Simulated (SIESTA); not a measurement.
TaAs:

```
Ta As
1.0
    -1.72181    1.72181    5.86794
     1.72181   -1.72181    5.86794
     1.72181    1.72181   -5.86794
Ta As
2 2
Direct
  0.49997 0.49997 0.00000
  0.24997 0.74997 0.50000
  0.08263 0.08263 0.00000
  0.83263 0.33263 0.50000
```

The cell is a database's computed one.

* Program: SIESTA 5.4.2
* Task: single point
* Functional: PBE
* Potentials or basis: PseudoDojo 0.4 standard (PBE files)
* Basis: DZP (energy shift 0.003 Ry; two zetas on semicore shells)
* Grid cutoff: 800 Ry
* Energy shift: 0.003 Ry
* k mesh: 11 × 11 × 11
* Occupations: fermi-dirac, width 0.05 eV
* Spin: no spin polarisation

On this cell: pressure 4.4 GPa; largest force 0.059 eV/Å; band gap on the k mesh none (metal or under the smearing width).

The same run follows on a disturbed copy (atoms moved at random, drawn with an rms of 0.05 Å):

```
CELL_PARAMETERS angstrom
-1.72181 1.72181 5.86794
1.72181 -1.72181 5.86794
1.72181 1.72181 -5.86794
ATOMIC_POSITIONS crystal
Ta 0.49363 0.48643 0.98448
Ta 0.24121 0.74923 0.49441
As 0.08731 0.07299 0.99868
As 0.82544 0.32285 0.48741
```

**Question.** What does the disturbed cell give?

**Answer.** The energy (extrapolated to zero smearing) moves by +4.4 meV/atom; pressure 4.5 GPa; largest force 0.552 eV/Å; band gap on the k mesh none (metal or under the smearing width).

Forces on the atoms (eV/Å):
```
Ta   0.205  0.319  0.074
Ta  -0.542  0.095  0.048
As   0.049 -0.402 -0.103
As   0.288 -0.012 -0.019
```

Stress tensor (GPa, compression positive):
```
 5.27  0.03 -0.63
 0.03  5.26 -1.00
-0.63 -1.00  3.11
```

Caveats: short orbitals over semicore shells can move pressures by several GPa; the basis of atomic orbitals isn't converged, which shifts pressures, moduli and gaps.
